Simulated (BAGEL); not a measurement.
# HF/3-21G (density fitting with qzvpp-jkfit) run of GaH3O (GaH2(OH))

What is the vertical electron affinity of GaH3O (GaH2(OH)) at HF/3-21G (density fitting with qzvpp-jkfit)? 

The results are computed with BAGEL 1.2.2.

5 further runs of the same task are left out: 5 that didn't finish. Runs told in other sessions of the task aren't counted.

### Step 1. The structure to begin with

GaH3O: 5 atoms, total charge 0, spin state singlet. As SMILES, `[H][Ga]([H])[OH]`. The shape comes from GFN2-xTB, which is rough for such elements, and wasn't checked as a minimum.

Bond lengths: Ga1–O4 1.682 Å, Ga1–H2 1.540 Å, Ga1–H3 1.542 Å, O4–H5 0.950 Å. Angles: Ga1–O4–H5 176.5°, H2–Ga1–O4 116.1°, H3–Ga1–O4 117.9°, H2–Ga1–H3 126.0°.

### Step 2. The energy at HF/3-21G (density fitting with qzvpp-jkfit)

job.json

```json
{ "bagel" : [

{
  "title" : "molecule",
  "basis" : "3-21g",
  "df_basis" : "qzvpp-jkfit",
  "angstrom" : true,
  "geometry" : [
    { "atom" : "Ga", "xyz" : [    0.293780,    0.490920,   -0.110630 ] },
    { "atom" : "H", "xyz" : [    1.826770,    0.378040,   -0.207030 ] },
    { "atom" : "H", "xyz" : [   -0.531820,    1.781830,   -0.280820 ] },
    { "atom" : "O", "xyz" : [   -0.535280,   -0.937360,    0.210110 ] },
    { "atom" : "H", "xyz" : [   -1.053450,   -1.713430,    0.388370 ] }
  ]
},
{ "title" : "hf" },
{ "title" : "print", "file" : "orbitals.molden", "orbitals" : true }

]}
```

On the command line:

```
$ BAGEL_NUM_THREADS=1 BAGEL job.json > job.out
```

Standard output:

```text
* using 1 threads per process

  ===============================================================
  ===============================================================

  *** Geometry ***

  { "atom" : "Ga", "xyz" : [      0.555164,      0.927704,     -0.209060 ] },
  { "atom" : "H", "xyz" : [      3.452095,      0.714392,     -0.391230 ] },
  { "atom" : "H", "xyz" : [     -1.004994,      3.367171,     -0.530673 ] },
  { "atom" : "O", "xyz" : [     -1.011533,     -1.771354,      0.397050 ] },
  { "atom" : "H", "xyz" : [     -1.990732,     -3.237913,      0.733913 ] },

  Number of auxiliary basis functions:      397

  Since a DF basis is specified, we compute 2- and 3-index integrals:
    o Being stored without compression. Storage requirement is 0.004 GB

  Number of basis functions:       37
  Number of electrons      :       42

    * METHOD: MOLECULE                             0.09

  *** RHF ***

  === Nuclear Repulsion ===
   113.5569939352

      * DIIS with orbital gradients will be used.

  === RHF iteration (3-21g) ===
      0      -1989.90334694          0.03699189           0.02
      1      -1989.98484277          0.02395454           0.02
      2      -1990.03496243          0.00148817           0.02
      3      -1990.03543390          0.00015477           0.02
      4      -1990.03544219          0.00003100           0.02
      5      -1990.03544251          0.00000515           0.02
      6      -1990.03544252          0.00000059           0.02
      7      -1990.03544252          0.00000014           0.02
      8      -1990.03544252          0.00000005           0.02
      9      -1990.03544252          0.00000002           0.02
     10      -1990.03544252          0.00000000           0.02
    * SCF iteration converged.

    * Permanent dipole moment:
           (    0.235170,     0.262162,    -0.064234) a.u.

    * METHOD: HF                                   0.27

    * METHOD: PRINT                                0.00

  ===============================================================
```

Wall time 0.52 s (1 thread of Arm Neoverse V2, shared host).

### Step 3. The doublet anion at the same level

calc.json

```json
{ "bagel" : [

{
  "title" : "molecule",
  "basis" : "3-21g",
  "df_basis" : "qzvpp-jkfit",
  "angstrom" : true,
  "geometry" : [
    { "atom" : "Ga", "xyz" : [    0.293780,    0.490920,   -0.110630 ] },
    { "atom" : "H", "xyz" : [    1.826770,    0.378040,   -0.207030 ] },
    { "atom" : "H", "xyz" : [   -0.531820,    1.781830,   -0.280820 ] },
    { "atom" : "O", "xyz" : [   -0.535280,   -0.937360,    0.210110 ] },
    { "atom" : "H", "xyz" : [   -1.053450,   -1.713430,    0.388370 ] }
  ]
},
{
  "title" : "uhf",
  "charge" : -1,
  "nopen" : 1
},
{
  "title" : "print",
  "file" : "orbitals.molden",
  "orbitals" : true
}

]}
```

On the command line:

```
$ BAGEL_NUM_THREADS=1 BAGEL calc.json > calc.out
```

Standard output:

```text
* using 1 threads per process

  ===============================================================
  ===============================================================

  *** Geometry ***

  { "atom" : "Ga", "xyz" : [      0.555164,      0.927704,     -0.209060 ] },
  { "atom" : "H", "xyz" : [      3.452095,      0.714392,     -0.391230 ] },
  { "atom" : "H", "xyz" : [     -1.004994,      3.367171,     -0.530673 ] },
  { "atom" : "O", "xyz" : [     -1.011533,     -1.771354,      0.397050 ] },
  { "atom" : "H", "xyz" : [     -1.990732,     -3.237913,      0.733913 ] },

  Number of auxiliary basis functions:      397

  Since a DF basis is specified, we compute 2- and 3-index integrals:
    o Being stored without compression. Storage requirement is 0.004 GB

  Number of basis functions:       37
  Number of electrons      :       42

    * METHOD: MOLECULE                             0.09

  *** Open-shell HF ***

  === Nuclear Repulsion ===
   113.5569939352

      * DIIS with orbital gradients will be used.

  === UHF iteration (3-21g) ===
      0      -1989.82233549          0.07618882           0.04
      1      -1989.92380385          0.04363727           0.04
      2      -1989.95373425          0.02677939           0.04
      3      -1989.96936645          0.00096797           0.04
      4      -1989.96949196          0.00011115           0.03
      5      -1989.96951468          0.00003348           0.03
      6      -1989.96952279          0.00000828           0.03
      7      -1989.96952487          0.00000429           0.03
      8      -1989.96952546          0.00000086           0.03
      9      -1989.96952546          0.00000016           0.03
     10      -1989.96952546          0.00000006           0.04
     11      -1989.96952546          0.00000003           0.03
     12      -1989.96952546          0.00000001           0.04
     13      -1989.96952546          0.00000001           0.04
    * SCF iteration converged.

    * S^2 (UHF) is 0.7593

    * Permanent dipole moment:
           (    0.521284,     0.760824,    -0.175984) a.u.

    * METHOD: UHF                                  0.57

    * METHOD: PRINT                                0.00

  ===============================================================
```

Run time: 0.83 s. Hardware: 1 thread of Arm Neoverse V2, shared host.

### Step 4. Outcome

Level: HF/3-21G (density fitting with qzvpp-jkfit).

| quantity | value |
| --- | --- |
| singlet GaH3O: total energy | -1990.03544 Eh |
| singlet GaH3O: dipole moment | 0.91 D |
| singlet GaH3O: HOMO energy | -10.72 eV |
| singlet GaH3O: LUMO energy | 2.03 eV |
| singlet GaH3O: HOMO–LUMO gap | 12.75 eV |
| doublet anion: total energy | -1989.96953 Eh |
| doublet anion: ⟨S²⟩ | 0.759 |
| vertical electron affinity (to the doublet anion) | -1.794 eV |

In words: The anion lies 1.79 eV (41 kcal/mol) above the neutral: the electron isn't bound at this level, and such a value depends on the basis. Without diffuse functions anions come out too high. Hartree–Fock misses the correlation that binds many anions.
